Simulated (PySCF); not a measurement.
**ReO3F: other functionals and bases at one geometry**

One table from this session's results is given with a row withheld; the runs are named, their logs left out.

Computed with PySCF 2.14.0. Level: several levels, as the steps say, no spin–orbit coupling.

3 further runs of the same task are left out: 2 for a known fault of the program, 1 that didn't finish.

## Where the work starts

5 atoms, charge 0, spin multiplicity 1.

Bond lengths: Re1–O2 1.715 Å, Re1–O3 1.715 Å, Re1–O4 1.715 Å, Re1–F5 1.867 Å. Angles: O2–Re1–O3 107.9°, O2–Re1–O4 107.9°, O2–Re1–F5 111.0°, O3–Re1–O4 107.9°, O3–Re1–F5 111.0°, O4–Re1–F5 111.0°.

Coordinates:

```xyz
5

Re   -0.0035    0.0035   -0.0035
O     1.0054    0.9557    1.0054
O    -0.9557   -1.0054    1.0054
O     1.0054   -1.0054   -0.9557
F    -1.0815    1.0815   -1.0815
```

Formal oxidation states: Re +7. An earlier session relaxed this geometry at BP86, Re def2-SVP with ECP60, O def2-SVP, F def2-SVP (singlet, point group C3v).

At BP86 on the finer grid: E = -403.852421 Eh, HOMO -8.59 eV, LUMO -4.24 eV, Mulliken charge on Re1 +1.16 e, largest force component 0.025 eV/Å. 

Levels to run: TPSSh; PBE0; CAM-B3LYP; TPSS; BP86, TZVP; BP86, x2c-SVP. Hardware: 2 threads of Arm Neoverse V1, shared host.

The first run:

File run.py (the lines that set the calculation):

```python
mol = gto.M(atom='''
Re    -0.00350     0.00350    -0.00350
O      1.00537     0.95571     1.00537
O     -0.95571    -1.00537     1.00537
O      1.00537    -1.00537    -0.95571
F     -1.08148     1.08148    -1.08148''',
    basis={'Re': 'def2-SVP', 'O': 'def2-SVP', 'F': 'def2-SVP'},
    ecp={'Re': 'def2-SVP'},
    charge=0, spin=0)
mf = dft.RKS(mol, xc='TPSSH')
mf.grids.atom_grid = (75, 302)
mf = mf.density_fit()  # fitting sets: Re def2-universal-JKFIT, O def2-universal-JKFIT, F def2-universal-JKFIT
mf.conv_tol = 1e-08; mf.max_cycle = 55
mf.kernel(dm0)  # dm0: the density of the relaxed state
```

On the command line:

```console
$ OMP_NUM_THREADS=2 python run.py
```

Steps of the session up to this table: TPSSh; PBE0; CAM-B3LYP; TPSS; BP86, TZVP; BP86, x2c-SVP.

One of the session's tables, all rows but one given; the rest of the session is left out.

| level | HOMO (eV) | gap (eV) | charge on Re1 (e) | dipole (D) | largest force component (eV/Å) |
| --- | --- | --- | --- | --- | --- |
| BP86 (relaxed here) | -8.59 | 4.35 | 1.16 | 1.21 | 0.02 |
| TPSSh | -9.28 | 5.37 | 1.34 | 1.23 | 0.44 |
| PBE0 | -10.21 | 6.62 | 1.35 | 1.20 | 1.00 |
| CAM-B3LYP | ? | ? | ? | ? | ? |
| TPSS | -8.59 | 4.48 | 1.27 | 1.23 | 0.06 |
| BP86, TZVP | -8.66 | 4.33 | 1.48 | 1.17 | 0.11 |
| BP86, x2c-SVP | -8.76 | 4.14 | 1.07 | 1.09 | 0.51 |

Estimate the missing values for CAM-B3LYP.

**Answer.** HOMO (eV): -11.57; gap (eV): 9.10; charge on Re1 (e): 1.30; dipole (D): 1.22; largest force component (eV/Å): 1.08. In the column «HOMO (eV)» it is the lowest.

In one basis the HOMO–LUMO gap runs from 4.35 eV (BP86) to 9.10 eV (CAM-B3LYP). The largest leftover force, 1.08 eV/Å with CAM-B3LYP, stands at a geometry relaxed at another level. Total energies of different levels can't be compared.
